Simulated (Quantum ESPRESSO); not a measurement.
# TaAs (I4_1md) in Quantum ESPRESSO: notebook

The runs below take TaAs through band structure, with PBEsol, LDA.

All numbers are computed with Quantum ESPRESSO 7.5; they aren't measurements. Logs are shortened: lines on timing, memory, paths and dates and some standing lists are left out, and cuts for length are marked.

## (1) The crystal as given

It takes space group I4_1md (No. 109, tetragonal). Conventional cell: a = 3.444 Å, b = 3.444 Å, c = 11.736 Å, α = 90.00°, β = 90.00°, γ = 90.00°. Ta (site symmetry 2mm) has 6 As at 2.61 to 2.62 Å as nearest neighbours. Around As (site symmetry 2mm) lie 6 Ta at 2.61 to 2.62 Å.

The cell is a database's computed one.

## (2) Band structure, PBEsol

Input file pw.in:

```
&CONTROL
  calculation = 'scf'
  prefix = 'pwscf'
  outdir = './tmp'
  pseudo_dir = './pseudo'
  tprnfor = .true.
  tstress = .true.
  disk_io = 'low'
/
&SYSTEM
  ibrav = 0
  celldm(1) = 8
  nat = 4
  ntyp = 2
  ecutwfc = 84
  nbnd = 38
  input_dft = 'pbesol'
  occupations = 'smearing'
  smearing = 'fd'
  degauss = 0.00367493
/
&ELECTRONS
  conv_thr = 8d-10
  electron_maxstep = 120
  mixing_beta = 0.5
/
ATOMIC_SPECIES
Ta   180.9479 Ta.upf
As    74.9216 As.upf
CELL_PARAMETERS alat
 -0.4067194615349   0.4067194615349   1.3861003023181
  0.4067194615349  -0.4067194615349   1.3861003023181
  0.4067194615349   0.4067194615349  -1.3861003023181
ATOMIC_POSITIONS crystal
Ta     0.4999673000    0.4999673000    0.0000000000
Ta     0.2499673000    0.7499673000    0.5000000000
As     0.0826321200    0.0826321200    0.0000000000
As     0.8326321200    0.3326321200    0.5000000000
K_POINTS automatic
8 8 8 0 0 0
```

Input file bands.in:

```
&CONTROL
  calculation = 'bands'
  prefix = 'pwscf'
  outdir = './tmp'
  pseudo_dir = './pseudo'
  disk_io = 'low'
  verbosity = 'high'
/
&SYSTEM
  ibrav = 0
  celldm(1) = 8
  nat = 4
  ntyp = 2
  ecutwfc = 84
  nbnd = 38
  input_dft = 'pbesol'
  occupations = 'smearing'
  smearing = 'fd'
  degauss = 0.00367493
/
&ELECTRONS
  conv_thr = 1d-08
  electron_maxstep = 120
  mixing_beta = 0.5
  diago_full_acc = .true.
  startingwfc = 'random'
/
ATOMIC_SPECIES
Ta   180.9479 Ta.upf
As    74.9216 As.upf
CELL_PARAMETERS alat
 -0.4067194615349   0.4067194615349   1.3861003023181
  0.4067194615349  -0.4067194615349   1.3861003023181
  0.4067194615349   0.4067194615349  -1.3861003023181
ATOMIC_POSITIONS crystal
Ta     0.4999673000    0.4999673000    0.0000000000
Ta     0.2499673000    0.7499673000    0.5000000000
As     0.0826321200    0.0826321200    0.0000000000
As     0.8326321200    0.3326321200    0.5000000000
K_POINTS crystal
60
 0.0000000000  0.0000000000  0.0000000000 1
-0.0555555556  0.0555555556  0.0000000000 1
-0.1111111111  0.1111111111  0.0000000000 1
-0.1666666667  0.1666666667  0.0000000000 1
-0.2222222222  0.2222222222  0.0000000000 1
-0.2777777778  0.2777777778  0.0000000000 1
-0.3333333333  0.3333333333  0.0000000000 1
-0.3888888889  0.3888888889  0.0000000000 1
-0.4444444444  0.4444444444  0.0000000000 1
-0.5000000000  0.5000000000  0.0000000000 1
-0.5000000000  0.5000000000 -0.0430497462 1
-0.4619208122  0.4619208122 -0.0811289340 1
-0.4238416244  0.4238416244 -0.1192081219 1
-0.3857624366  0.3857624366 -0.1572873097 1
-0.3476832487  0.3476832487 -0.1953664975 1
-0.3096040609  0.3096040609 -0.2334456853 1
-0.2715248731  0.2715248731 -0.2715248731 1
-0.2327356055  0.2327356055 -0.2327356055 1
-0.1939463379  0.1939463379 -0.1939463379 1
-0.1551570703  0.1551570703 -0.1551570703 1
-0.1163678028  0.1163678028 -0.1163678028 1
-0.0775785352  0.0775785352 -0.0775785352 1
-0.0387892676  0.0387892676 -0.0387892676 1
 0.0000000000  0.0000000000  0.0000000000 1
 0.1250000000  0.1250000000 -0.1250000000 1
 0.2500000000  0.2500000000 -0.2500000000 1
 0.3750000000  0.3750000000 -0.3750000000 1
 0.5000000000  0.5000000000 -0.5000000000 1
 0.4619208122  0.5380791878 -0.5380791878 1
 0.4238416244  0.5761583756 -0.5761583756 1
 0.3857624366  0.6142375634 -0.6142375634 1
 0.3476832487  0.6523167513 -0.6523167513 1
 0.3096040609  0.6903959391 -0.6903959391 1
 0.2715248731  0.7284751269 -0.7284751269 1
 0.1357624366  0.6142375634 -0.6142375634 1
 0.0000000000  0.5000000000 -0.5000000000 1
-0.0312500000  0.5312500000 -0.4687500000 1
-0.0625000000  0.5625000000 -0.4375000000 1
-0.0937500000  0.5937500000 -0.4062500000 1
-0.1250000000  0.6250000000 -0.3750000000 1
-0.1562500000  0.6562500000 -0.3437500000 1
-0.1875000000  0.6875000000 -0.3125000000 1
-0.2187500000  0.7187500000 -0.2812500000 1
-0.2500000000  0.7500000000 -0.2500000000 1
-0.1034751269  0.8534751269 -0.3750000000 1
 0.0430497462  0.9569502538 -0.5000000000 1
 0.0845906784  0.9154093216 -0.5000000000 1
 0.1261316105  0.8738683895 -0.5000000000 1
 0.1676725427  0.8323274573 -0.5000000000 1
 0.2092134749  0.7907865251 -0.5000000000 1
 0.2507544070  0.7492455930 -0.5000000000 1
 0.2922953392  0.7077046608 -0.5000000000 1
 0.3338362714  0.6661637286 -0.5000000000 1
 0.3753772035  0.6246227965 -0.5000000000 1
 0.4169181357  0.5830818643 -0.5000000000 1
 0.4584590678  0.5415409322 -0.5000000000 1
 0.5000000000  0.5000000000 -0.5000000000 1
-0.5000000000  0.5000000000  0.0000000000 1
-0.3750000000  0.6250000000 -0.1250000000 1
-0.2500000000  0.7500000000 -0.2500000000 1
```

Potentials or basis: PseudoDojo 0.4.1 SR PBE standard.

Command:

```console
> OMP_NUM_THREADS=1 mpirun -n 2 pw.x -nk 2 -in pw.in > pw.out
> OMP_NUM_THREADS=1 mpirun -n 2 pw.x -nk 2 -in bands.in > bands.out
```

pw.out:

```text
This program is part of the open-source Quantum ESPRESSO suite
     for quantum simulation of materials; please cite
         "P. Giannozzi et al., J. Phys.:Condens. Matter 21 395502 (2009);
         "P. Giannozzi et al., J. Phys.:Condens. Matter 29 465901 (2017);
         "P. Giannozzi et al., J. Chem. Phys. 152 154105 (2020);
     in publications or presentations arising from this work. More details at

     IMPORTANT: XC functional enforced from input :
     Exchange-correlation= PBESOL
                           (   1   4  10   8   0   0   0)
     Any further DFT definition will be discarded
     Please, verify this is what you really want

     Message from routine setup:
     using ibrav=0 with symmetry is DISCOURAGED, use correct ibrav instead

     K-points division:     npool     =       2
     Subspace diagonalization in iterative solution of the eigenvalue problem:
     a serial algorithm will be used

     G-vector sticks info
     --------------------
     sticks:   dense  smooth     PW     G-vecs:    dense   smooth      PW
     Sum        2719    2719    907                48777    48777    9373

     Using Slab Decomposition

     bravais-lattice index     =            0
     lattice parameter (alat)  =       8.0000  a.u.
     unit-cell volume          =     469.5853 (a.u.)^3
     number of atoms/cell      =            4
     number of atomic types    =            2
     number of electrons       =        56.00
     number of Kohn-Sham states=           38
     kinetic-energy cutoff     =      84.0000  Ry
     charge density cutoff     =     336.0000  Ry
     scf convergence threshold =      8.0E-10
     mixing beta               =       0.5000
     number of iterations used =            8  plain     mixing
     Exchange-correlation= PBESOL
                           (   1   4  10   8   0   0   0)

     celldm(1)=   8.000000  celldm(2)=   0.000000  celldm(3)=   0.000000
     celldm(4)=   0.000000  celldm(5)=   0.000000  celldm(6)=   0.000000

     crystal axes: (cart. coord. in units of alat)
               a(1) = (  -0.406719   0.406719   1.386100 )
               a(2) = (   0.406719  -0.406719   1.386100 )
               a(3) = (   0.406719   0.406719  -1.386100 )

     reciprocal axes: (cart. coord. in units 2 pi/alat)
               b(1) = (  0.000000  1.229349  0.360724 )
               b(2) = (  1.229349  0.000000  0.360724 )
               b(3) = (  1.229349  1.229349  0.000000 )

     PseudoPot. # 1 for Ta read from file:
     Ta.upf
     Pseudo is Norm-conserving + core correction, Zval = 13.0
     Generated using ONCVPSP code by D. R. Hamann
     Using radial grid of 1450 points,  8 beta functions with:
                l(1) =   0
                l(2) =   0
                l(3) =   1
                l(4) =   1
                l(5) =   2
                l(6) =   2
                l(7) =   3
                l(8) =   3

     PseudoPot. # 2 for As read from file:
     As.upf
     Pseudo is Norm-conserving + core correction, Zval = 15.0
     Generated using ONCVPSP code by D. R. Hamann
     Using radial grid of 1358 points,  6 beta functions with:
                l(1) =   0
                l(2) =   0
                l(3) =   1
                l(4) =   1
                l(5) =   2
                l(6) =   2

     atomic species   valence    mass     pseudopotential
     Ta               13.00   180.94790     Ta( 1.00)
     As               15.00    74.92160     As( 1.00)

      8 Sym. Ops. (no inversion) found ( 4 have fractional translation)

   Cartesian axes

     site n.     atom                  positions (alat units)
         1        Ta     tau(   1) = (   0.0000000   0.0000000   1.3860097  )
         2        Ta     tau(   2) = (   0.4067195  -0.0000000   0.6929595  )
         3        As     tau(   3) = (   0.0000000   0.0000000   0.2290728  )
         4        As     tau(   4) = (   0.0000000   0.4067195   0.9221230  )

     number of k points=    59  Fermi-Dirac smearing, width (Ry)=  0.0037
                       cart. coord. in units 2pi/alat
[... 21 lines left out ...]
     ethr =  1.00E-02,  avg # of iterations =  4.7

     Threshold (ethr) on eigenvalues was too large:
     Diagonalizing with lowered threshold

     Davidson diagonalization with overlap
     ethr =  1.64E-04,  avg # of iterations =  5.4

     total energy              =    -683.41736140 Ry
     estimated scf accuracy    <       0.10050259 Ry

     iteration #  2     ecut=    84.00 Ry     beta= 0.50
     Davidson diagonalization with overlap
     ethr =  1.79E-04,  avg # of iterations =  2.0
[... 43 lines left out ...]
     total energy              =    -683.43803533 Ry
     estimated scf accuracy    <          5.2E-09 Ry

     iteration #  9     ecut=    84.00 Ry     beta= 0.50
     Davidson diagonalization with overlap
     ethr =  9.21E-12,  avg # of iterations =  2.0

     End of self-consistent calculation

          k = 0.0000 0.0000 0.0000 (  6121 PWs)   bands (ev):

   -51.2020 -51.1919 -18.6489 -18.6489 -18.6136 -18.6047 -18.6001 -18.5985
   -18.5956 -18.5854 -18.5854 -18.5735 -17.8229 -17.7488 -17.7488 -17.6287
   -17.6287 -17.5727   2.9832   5.4873  10.0113  13.8724  14.5246  14.5246
    14.6473  15.0442  15.3652  15.3652  17.9227  18.5869  19.3154  20.0976
    20.0976  20.3310  21.0901  21.0901  21.2220  22.4001

          k = 0.1537 0.1537 0.0000 (  6141 PWs)   bands (ev):
[... 137 lines left out ...]
   -51.1951 -51.1901 -18.6737 -18.6440 -18.6419 -18.6223 -18.6105 -18.5928
   -18.5870 -18.5749 -18.5733 -18.5693 -17.9326 -17.7933 -17.7251 -17.6997
   -17.6144 -17.5809   5.2504   5.5734   9.7742  10.7898  13.1705  13.5795
    14.5619  14.6737  15.4143  16.7182  17.1323  18.3747  19.2391  19.4581
    20.0570  20.3883  22.0348  23.2950  23.3364  23.7491

          k =-0.4610 0.1537-0.1804 (  6097 PWs)   bands (ev):

   -51.1951 -51.1901 -18.6722 -18.6451 -18.6393 -18.6223 -18.6095 -18.5935
   -18.5884 -18.5764 -18.5739 -18.5708 -17.9026 -17.7743 -17.7372 -17.7102
   -17.6212 -17.5953   4.8508   5.6414  10.4572  11.1136  12.9383  13.2920
    14.3029  14.6089  15.4927  16.3300  17.7438  18.2737  19.1174  19.6924
    20.0867  20.5892  21.6541  22.6418  23.7335  24.8869

          k =-0.3073 0.3073-0.1804 (  6117 PWs)   bands (ev):

   -51.1951 -51.1901 -18.6666 -18.6449 -18.6388 -18.6307 -18.6006 -18.5948
   -18.5894 -18.5824 -18.5741 -18.5714 -17.8365 -17.8165 -17.7279 -17.6934
   -17.6644 -17.5965   4.5857   5.6010  11.4742  11.6595  12.3920  13.0734
    13.4409  14.5388  15.9388  16.0112  17.8140  18.2017  19.2076  20.0948
    20.6679  20.9055  21.5096  22.3898  23.6185  24.0764

          k = 0.3073 0.3073 0.0902 (  6121 PWs)   bands (ev):

   -51.1959 -51.1893 -18.6691 -18.6448 -18.6340 -18.6295 -18.6039 -18.5951
   -18.5901 -18.5827 -18.5735 -18.5709 -17.8389 -17.8091 -17.7412 -17.7006
   -17.6672 -17.5777   4.4548   5.7943  11.2758  11.6006  12.4135  13.2155
    13.3445  14.8064  16.0504  16.1873  17.3375  18.0728  18.9509  20.3012
    20.6165  21.0479  21.2458  22.7633  24.0494  24.2575
[... 291 lines left out ...]
   -51.1970 -51.1970 -18.6540 -18.6540 -18.6082 -18.6082 -18.5993 -18.5993
   -18.5862 -18.5862 -18.5782 -18.5782 -17.7644 -17.7644 -17.6985 -17.6985
   -17.6149 -17.6149   3.9837   3.9837  12.4270  12.4270  14.1131  14.1131
    14.1979  14.1979  16.0790  16.0790  18.2363  18.2363  19.2945  19.2945
    20.0454  20.0454  21.7318  21.7318  23.1803  23.1804

     the Fermi energy is    17.0092 ev

!    total energy              =    -683.43803533 Ry
     estimated scf accuracy    <          2.7E-10 Ry
     smearing contrib. (-TS)   =      -0.00053933 Ry
     internal energy E=F+TS    =    -683.43749600 Ry

     The total energy is F=E-TS. E is the sum of the following terms:
     one-electron contribution =    -213.91879296 Ry
     hartree contribution      =     139.15283845 Ry
     xc contribution           =    -153.01621756 Ry
     ewald contribution        =    -455.65532392 Ry

     convergence has been achieved in   9 iterations

     Forces acting on atoms (cartesian axes, Ry/au):

     atom    1 type  1   force =     0.00000000    0.00000000    0.00093409
     atom    2 type  1   force =    -0.00000000    0.00000000    0.00093409
     atom    3 type  2   force =    -0.00000000   -0.00000000   -0.00093409
     atom    4 type  2   force =    -0.00000000   -0.00000000   -0.00093409

     Total force =     0.001868     Total SCF correction =     0.000010

     Computing stress (Cartesian axis) and pressure

          total   stress  (Ry/bohr**3)                   (kbar)     P=      -32.67
  -0.00021567   0.00000000   0.00000000          -31.73        0.00        0.00
   0.00000000  -0.00021567   0.00000000            0.00      -31.73        0.00
   0.00000000  -0.00000000  -0.00023493            0.00       -0.00      -34.56

=------------------------------------------------------------------------------=
   JOB DONE.
=------------------------------------------------------------------------------=
```

Wall time 26 min (2 MPI ranks of Intel Xeon at 2.50GHz (Skylake/Cascade Lake), shared host); peak memory 0.5 GiB.

What came out:

```yaml
Free_energy: -9298.6482 eV
Pressure: -3.3 GPa
Largest_force: 0.024 eV/Å
Band_gap_on_the_k_mesh: none (metal or under the smearing width)
```

Forces in eV/Å, atoms in the order of the input:
```
Ta   0.000  0.000  0.024
Ta   0.000  0.000  0.024
As   0.000  0.000 -0.024
As   0.000  0.000 -0.024
```

Stress tensor (GPa, compression positive):
```
-3.17  0.00  0.00
 0.00 -3.17  0.00
 0.00  0.00 -3.46
```

Levels at the corners of the path, in eV from the Fermi level:
```csv
point,band 26,band 27,band 28,band 29,band 30,band 31
Γ,-1.97,-1.64,-1.64,0.91,1.58,2.31
X,-3.21,-1.13,-1.13,2.81,2.81,3.07
Y,-3.19,-1.15,-1.15,2.64,2.64,2.98
S,-2.43,-1.77,-0.10,0.06,1.70,2.13
Γ,-1.97,-1.64,-1.64,0.91,1.58,2.31
Z,-2.81,-0.93,-0.93,1.23,1.23,2.29
S1,-2.43,-1.77,-0.10,0.06,1.70,2.13
N,-2.34,-1.59,-0.29,0.12,1.37,2.23
P,-3.23,-1.12,-1.12,2.82,2.82,3.06
Y1,-3.19,-1.15,-1.15,2.64,2.64,2.98
Z,-2.81,-0.93,-0.93,1.23,1.23,2.29
X,-3.21,-1.13,-1.13,2.81,2.81,3.07
P,-3.23,-1.12,-1.12,2.82,2.82,3.06
```

Caveat: the k mesh is coarse; the potentials were made for another functional, which shifts forces and pressure; spin-orbit coupling is left out, which moves the levels of the heavy elements.

(Continued in part 2 of 2.)
